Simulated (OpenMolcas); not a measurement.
# Ni³⁺ among point charges: CASSCF and CASPT2 levels and susceptibility

Aim: the splitting of the states of Ni³⁺ in the field of 6 point charges, its lowest levels with spin-orbit coupling and its magnetic susceptibility.

The numbers are computed with OpenMolcas 26.06 (state-averaged CASSCF and CASPT2, spin-orbit coupling by RASSI with atomic mean-field integrals), except any that are marked as measured or tabulated.

**1. The system**

```
Species                           : Ni³⁺ (nickel, Z = 28, 25 electrons)
Basis                             : ANO-RCC-VDZP [5s4p2d1f], 34 functions
Scalar Hamiltonian                : DKH2, point nucleus
Inactive shells                   : 1s 2s 2p 3s 3p
Active space                      : 7 electrons in 5 orbitals (3d)
Some configurations of this space : 3d⁷
Orbitals                          : optimised for each spin and parity, averaged over all roots
```

The outer shells:

3d7
```
3d [↑↓][↑↓][↑ ][↑ ][↑ ]
```

The ion sits among 6 point charges of -2 e arranged as an octahedron (Oh), 1.93 Å from the ion.

Each step is its own input file, run in one work folder so that later steps find the files of earlier ones. Labels, J, g values, rates, χT and fits are worked out afterwards by a script from the matrices that RASSI stores. The input lists half of the charges; inversion (Group=XYZ) makes the rest.

**2. One- and two-electron integrals**

a.inp reads:

```
&GATEWAY
Coord
1

Ni 0.0 0.0 0.0
Basis=ANO-RCC-VDZP
Group=XYZ
NoMove
AngMom=0.0 0.0 0.0
AMFI
XField
3 Angstrom 0
1.930000 0.000000 0.000000 -2.000000
0.000000 1.930000 0.000000 -2.000000
0.000000 0.000000 1.930000 -2.000000
&SEWARD
```

The run is started by

```bash
OMP_NUM_THREADS=1 MOLCAS_MEM=1689 MOLCAS_PROJECT=a pymolcas a.inp > a.log
```

**3. Reference wave functions, quartets of even parity, 10 roots**

a.inp reads:

```
&RASSCF
FileOrb=start.orb
Symmetry=1
Spin=4
nActEl=7 0 0
Inactive=3 6
Ras2=5 0
CIRoot=10 10 1
SDav=10
CIMx=300
Iter=120 100
PrWF=0.3
OrbListing=Nothing
MaxOrb=0
>>> COPY $Project.JobIph JOB001
```

start.orb holds the contracted functions of the basis, ordered by shell, or the orbitals of the step before.

**4. CASSCF: doublets of even parity, 40 roots**

a.inp reads:

```
&RASSCF
FileOrb=start.orb
Symmetry=1
Spin=2
nActEl=7 0 0
Inactive=3 6
Ras2=5 0
CIRoot=40 40 1
SDav=40
CIMx=300
Iter=120 100
PrWF=0.3
OrbListing=Nothing
MaxOrb=0
>>> COPY $Project.JobIph JOB002
```

**5. RASSI: spin-orbit coupling between the states**

a.inp reads:

```
&RASSI
NrOfJobIphs=2 10 40
1 2 3 4 5 6 7 8 9 10
1 2 3 4 5 6 7 8 9 10 11 12 13 14 15 16 17 18 19 20 21 22 23 24 25 26 27
28 29 30 31 32 33 34 35 36 37 38 39 40
IphNames
JOB001
JOB002
EJob
SpinOrbit
DIPRint=1.0
SOCoupling=1000.0
Subsets=2
Property=9
'ANGMOM' 1 'ANGMOM' 2 'ANGMOM' 3 'MLTPL  1' 1 'MLTPL  1' 2 'MLTPL  1' 3
'AMFI' 1 'AMFI' 2 'AMFI' 3
SOProperty=3
'ANGMOM' 1 'ANGMOM' 2 'ANGMOM' 3
```

**6. CASPT2: IPEA 0.25, imaginary shift 0.1 (closed shells correlated: 3s 3p)**

a.inp reads:

```
>>> COPY JOB001 $Project.JobIph
&CASPT2
Multistate=10 1 2 3 4 5 6 7 8 9 10
NoMult
Frozen=2 3
IPEA=0.25
Imaginary=0.1
MaxIter=60
WThr=0.0 0.3 0.05
PrWF=0.5
NoMix
>>> COPY JOB002 $Project.JobIph
&CASPT2
Multistate=40 1 2 3 4 5 6 7 8 9 10 11 12 13 14 15 16 17 18 19 20 21 22
23 24 25 26 27 28 29 30 31 32 33 34 35 36 37 38 39 40
NoMult
Frozen=2 3
IPEA=0.25
Imaginary=0.1
MaxIter=60
WThr=0.0 0.3 0.05
PrWF=0.5
NoMix
```

(Steps that only read results are left out.)

Q: Predict the outcome of this session. Wanted: spin-free ground state; first state of the same spin within the active space; lowest level; next level.

**Answer**, as computed:

| quantity | value |
| --- | --- |
| method | SS-CASPT2, IPEA 0.25, imaginary shift 0.1 (closed shells correlated: 3s 3p) |
| spin-free ground state | 4T1, 3-fold in its orbital part |
| first state of the same spin within the active space | 4T2 at 3120 cm⁻¹ |
| lowest level | 2-fold Γ6, g = 4.74, 4.74, 4.74 |
| next level | 447.0 cm⁻¹ |
| χT at 300 K | 4.03 cm³ K/mol |
| effective moment at 300 K | 5.68 μB |

Cost by method:

```csv
method,time of its own steps,time with the reference
A. CASSCF,9.6 s,9.6 s
"B. SS-CASPT2, IPEA 0.25, imaginary shift 0.1, +3s 3p",3 s,13 s
```

Times are of one thread on a shared host.

The spin-free ground state (4T1) comes to 100 % from free-ion F terms and keeps the highest spin of the shell. χT at 300 K is 4.03, against 1.88 cm³ K/mol for the spin alone, so orbital moment adds to it. An active space of the d shell alone favours high spin; real ions in strong fields can be low spin. A ligand-field fit to the states below 45000 cm-1 gives 10Dq = 3953 cm-1, B = 1215 cm-1 and C = 4854 cm-1 (C/B = 4.00), with a deviation of 698 cm-1. CASPT2 does not keep the components of a term degenerate, and the means are used. The field of point charges can differ much from that of real complexes. With metal d orbitals alone active, the gaps between spin states are rough; where two lie within a few thousand cm-1, their order is open. This is an electrostatic model: the charges have no orbitals.
